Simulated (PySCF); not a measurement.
# C4H7ClGeO: the cost of one run

Computed with PySCF 2.14.0 and routines of our own; the level stands in each step. Atoms count from 0.

## 1. The starting structure

14 atoms, charge 0, multiplicity 1; geometry from: GFN2-xTB.

## 2. Circular dichroism and optical rotation: TDDFT CAM-B3LYP/def2-SVPD

What the job is given:

```
{"job": {"kind": "ecd", "xc": "CAM-B3LYP", "basis": "def2-SVPD", "nstates": 8}, "charge": 0, "multiplicity": 1}
C     -2.355116    -1.194435     0.580681
C     -1.388648    -0.345900     0.340749
C     -0.928603     0.828200    -0.405998
Cl    -1.560259     2.428694    -0.025758
C     -0.020642     0.134899     0.592190
O      1.057541    -0.608715     0.140434
Ge     2.547230     0.026766    -0.545007
H     -2.226263    -2.014004     1.268185
H     -3.315699    -1.101774     0.099527
H     -0.707928     0.727953    -1.462027
H      0.155114     0.656589     1.530968
H      2.248678     0.815220    -1.789432
H      3.240684     0.900417     0.461446
H      3.253234    -1.254382    -0.808123
```

Method: TDDFT CAM-B3LYP/def2-SVPD circular dichroism and optical rotation, one conformer, gas phase.

On the command line:

```
$ OMP_NUM_THREADS=1 python excited_run.py task.json out
```

This one command runs all jobs of the session in turn.

**Question.** How long does this job take on 1 thread of Arm Neoverse V2, shared host, and how much memory does it need?

About 96 s, with a peak of 1.1 GiB.
